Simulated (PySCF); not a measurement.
# [PbBr3]+: forces at shaken geometries

How stiff is [PbBr3]+? Its atoms are displaced at random by several amounts. It is a constructed species; whether it can be made isn't addressed.

Computed with PySCF 2.14.0. Level: r2SCAN, Pb def2-SVP with ECP60, Br def2-SVP; scalar-relativistic core potentials, no spin–orbit coupling.

2 further runs of the same task are left out: 2 for a known fault of the program.

## Step 1: Where the work starts

4 atoms, charge 1, spin multiplicity 1.

Bond lengths: Pb1–Br2 2.514 Å, Pb1–Br3 2.514 Å, Pb1–Br4 2.514 Å. Angles: Br2–Pb1–Br3 120.0°, Br2–Pb1–Br4 120.0°, Br3–Pb1–Br4 120.0°.

As a file:

```
atom     x (Å)     y (Å)    z (Å)
 Pb1   0.00000   0.00000  0.00000
 Br2   2.51445  -0.00001  0.00000
 Br3  -1.25722   2.17758  0.00000
 Br4  -1.25723  -2.17757  0.00000
```

Formal oxidation states: Pb +4. An earlier session relaxed this geometry at r2SCAN, Pb def2-SVP with ECP60, Br def2-SVP (singlet, point group D3h).

Its energy there is -7914.247515 Eh.

## Step 2: Atoms moved at random, σ = 0.15 Å

run.py (the lines that set the calculation)

```python
mol = gto.M(atom='''
Pb     0.12244    -0.01260    -0.08728
Br     2.63477     0.05204     0.07264
Br    -1.38897     2.23705     0.01779
Br    -1.36825    -2.27650    -0.00315''',
    basis={'Pb': 'def2-SVP', 'Br': 'def2-SVP'},
    ecp={'Pb': 'def2-SVP'},
    charge=1, spin=0)
mf = dft.RKS(mol, xc='R2SCAN')
mf.grids.atom_grid = (50, 194)
mf = mf.density_fit()  # fitting sets: Pb def2-universal-JKFIT, Br def2-universal-JKFIT
mf.conv_tol = 1e-08; mf.max_cycle = 55
mf.kernel(dm0)  # dm0: the density of the relaxed state
```

Launch:

```
> OMP_NUM_THREADS=2 python run.py
```

## Step 3: Atoms moved at random, σ = 0.06 Å

run.py (the lines that set the calculation): that of step 2 with these lines changed.

```diff
@@ -1,6 +1,6 @@
 mol = gto.M(atom='''
-Pb     0.12244    -0.01260    -0.08728
-Br     2.63477     0.05204     0.07264
-Br    -1.38897     2.23705     0.01779
-Br    -1.36825    -2.27650    -0.00315''',
+Pb    -0.00474     0.00000     0.07175
+Br     2.57801    -0.05283    -0.03280
+Br    -1.33462     2.23304     0.01429
+Br    -1.23865    -2.18021    -0.05324''',
     basis={'Pb': 'def2-SVP', 'Br': 'def2-SVP'},
```

## Step 4: Atoms moved at random, σ = 0.03 Å

run.py (the lines that set the calculation): that of step 3 with these lines changed.

```diff
@@ -1,6 +1,6 @@
 mol = gto.M(atom='''
-Pb    -0.00474     0.00000     0.07175
-Br     2.57801    -0.05283    -0.03280
-Br    -1.33462     2.23304     0.01429
-Br    -1.23865    -2.18021    -0.05324''',
+Pb     0.01046    -0.05107    -0.00157
+Br     2.51806     0.01125    -0.00266
+Br    -1.26404     2.20520    -0.00978
+Br    -1.26448    -2.16538     0.01402''',
     basis={'Pb': 'def2-SVP', 'Br': 'def2-SVP'},
```

What does the calculation give? Wanted: for each run, σ; energy rise; harmonic estimate −½ F·u; largest force component.

As calculated:

| σ (Å) | energy rise (eV) | harmonic estimate −½ F·u (eV) | largest force component (eV/Å) |
| --- | --- | --- | --- |
| 0.15 | 0.363 | 0.319 | 1.79 |
| 0.06 | 0.069 | 0.069 | 0.77 |
| 0.03 | 0.048 | 0.046 | 1.24 |

Every displacement raises the energy. For a harmonic well the rise equals −½ F·u; the two differ by at most 12 % here (a move with σ = 0.15 Å), from anharmonicity, the grid and the small forces left at the relaxed point. These are double-zeta-type bases without diffuse functions. Spin–orbit coupling is left out.
